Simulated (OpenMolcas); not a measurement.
# Mo³⁺ with 2 ligands (ammonia): CASSCF and CASPT2 levels and susceptibility

Aim: the ligand-field states of Mo³⁺ in this surrounding, its lowest levels with spin-orbit coupling and its magnetic susceptibility.

Method: state-averaged CASSCF and CASPT2, spin-orbit coupling by RASSI with atomic mean-field integrals. Code: OpenMolcas 26.06.

### 1 Starting point

```
Species                           : Mo³⁺ (molybdenum, Z = 42, 39 electrons)
Basis                             : ANO-RCC-VDZP [6s5p3d1f], 101 functions with the ligands
Scalar Hamiltonian                : DKH2, point nucleus
Inactive shells                   : 1s 2s 2p 3s 3p 3d 4s 4p of the metal, and all ligand shells
Active space                      : 3 electrons in 5 orbitals (4d)
Some configurations of this space : 4d3
Orbitals                          : optimised for each spin and parity, averaged over all roots
```

Outer shells as boxes (Hund's rule):

4d3
```
4d [↑ ][↑ ][↑ ][  ][  ]
```

Mo³⁺ is taken with 2 ligands (ammonia) in linear coordination (D3d) at 1.82 Å. Ligand basis ANO-RCC-VDZP. The distances are assumed, not relaxed.

```xyz
9

Mo    0.0000    0.0000    0.0000
N     0.0000    0.0000    1.8200
H     0.9457    0.0000    2.2021
H    -0.4729    0.8190    2.2021
H    -0.4729   -0.8190    2.2021
N     0.0000    0.0000   -1.8200
H    -0.9457    0.0000   -2.2021
H     0.4729   -0.8190   -2.2021
H     0.4729    0.8190   -2.2021
```

Each step is its own input file, run in one work folder so that later steps find the files of earlier ones. Labels, J, g values, rates, χT and fits are worked out afterwards by a script from the matrices that RASSI stores.

### 2 GATEWAY and SEWARD: basis and integrals

Contents of a.inp:

```
&GATEWAY
Coord
9

Mo 0.0 0.0 0.0
N 0.000000 0.000000 1.820000
H 0.945728 0.000000 2.202099
H -0.472864 0.819024 2.202099
H -0.472864 -0.819024 2.202099
N 0.000000 0.000000 -1.820000
H -0.945728 0.000000 -2.202099
H 0.472864 -0.819024 -2.202099
H 0.472864 0.819024 -2.202099
Basis=Mo.ANO-RCC-VDZP,H.ANO-RCC-VDZP,N.ANO-RCC-VDZP
Group=XYZ
NoMove
AngMom=0.0 0.0 0.0
AMFI
RICD
&SEWARD
```

The run is started by

```sh
$ OMP_NUM_THREADS=1 MOLCAS_MEM=2457 MOLCAS_PROJECT=a pymolcas a.inp > a.log
```

### 3 Reference wave functions, quartets of even parity, 10 roots

Contents of a.inp:

```
&RASSCF
FileOrb=start.orb
Symmetry=1
Spin=4
nActEl=3 0 0
Inactive=14 14
Ras2=5 0
CIRoot=10 10 1
SDav=10
CIMx=300
Iter=150 100
PrWF=0.3
OrbListing=Nothing
MaxOrb=0
LevShft=1.0
>>> COPY $Project.JobIph JOB001
```

start.orb holds start orbitals that the driver prepared beforehand, or those of the step before.

### 4 CASSCF: doublets of even parity, 40 roots

Contents of a.inp:

```
&RASSCF
FileOrb=start.orb
Symmetry=1
Spin=2
nActEl=3 0 0
Inactive=14 14
Ras2=5 0
CIRoot=40 40 1
SDav=40
CIMx=300
Iter=150 100
PrWF=0.3
OrbListing=Nothing
MaxOrb=0
LevShft=1.0
>>> COPY $Project.JobIph JOB002
```

### 5 RASSI: spin-orbit coupling between the states

Contents of a.inp:

```
&RASSI
NrOfJobIphs=2 10 40
1 2 3 4 5 6 7 8 9 10
1 2 3 4 5 6 7 8 9 10 11 12 13 14 15 16 17 18 19 20 21 22 23 24 25 26 27
28 29 30 31 32 33 34 35 36 37 38 39 40
IphNames
JOB001
JOB002
EJob
SpinOrbit
DIPRint=1.0
SOCoupling=1000.0
Subsets=2
Property=9
'ANGMOM' 1 'ANGMOM' 2 'ANGMOM' 3 'MLTPL  1' 1 'MLTPL  1' 2 'MLTPL  1' 3
'AMFI' 1 'AMFI' 2 'AMFI' 3
SOProperty=3
'ANGMOM' 1 'ANGMOM' 2 'ANGMOM' 3
```

### 6 CASPT2: IPEA 0.25, imaginary shift 0.1 (closed shells correlated: 4s 4p of the metal, with ligand shells; the Frozen line counts the rest)

Contents of a.inp:

```
>>> COPY JOB001 $Project.JobIph
&CASPT2
Multistate=10 1 2 3 4 5 6 7 8 9 10
NoMult
Frozen=9 7
IPEA=0.25
Imaginary=0.1
MaxIter=60
WThr=0.0 0.3 0.05
PrWF=0.5
NoMix
>>> COPY JOB002 $Project.JobIph
&CASPT2
Multistate=40 1 2 3 4 5 6 7 8 9 10 11 12 13 14 15 16 17 18 19 20 21 22
23 24 25 26 27 28 29 30 31 32 33 34 35 36 37 38 39 40
NoMult
Frozen=9 7
IPEA=0.25
Imaginary=0.1
MaxIter=60
WThr=0.0 0.3 0.05
PrWF=0.5
NoMix
```

(Steps that only read results are left out.)

What does the calculation give? Wanted: spin-free ground state; first state of the same spin within the active space; lowest level; next level.

The runs gave:

| quantity | value |
| --- | --- |
| method | SS-CASPT2, IPEA 0.25, imaginary shift 0.1 (closed shells correlated: 4s 4p of the metal, with ligand shells; the Frozen line counts the rest) |
| spin-free ground state | quartet, 2-fold in its orbital part |
| first state of the same spin within the active space | quartet at 5560 cm⁻¹ |
| lowest level | 2-fold, g = 2.32, 2.32, 3.39 |
| next level | 57.8 cm⁻¹ |
| χT at 300 K | 1.35 cm³ K/mol |
| effective moment at 300 K | 3.29 μB |

Cost by method:

```
                                              method  time of its own steps  time with the reference
                                           A. CASSCF                   13 s                     13 s
B. SS-CASPT2, IPEA 0.25, imaginary shift 0.1, +4s 4p                   27 s                     40 s
```

Times are of one thread on a shared host.

**Reading.** The spin-free ground state (quartet) is 2-fold and keeps the highest spin of the shell. χT at 300 K is 1.35, against 1.88 cm³ K/mol for the spin alone, so spin-orbit coupling lowers it. CASPT2 does not keep the components of a term degenerate, and the means are used.
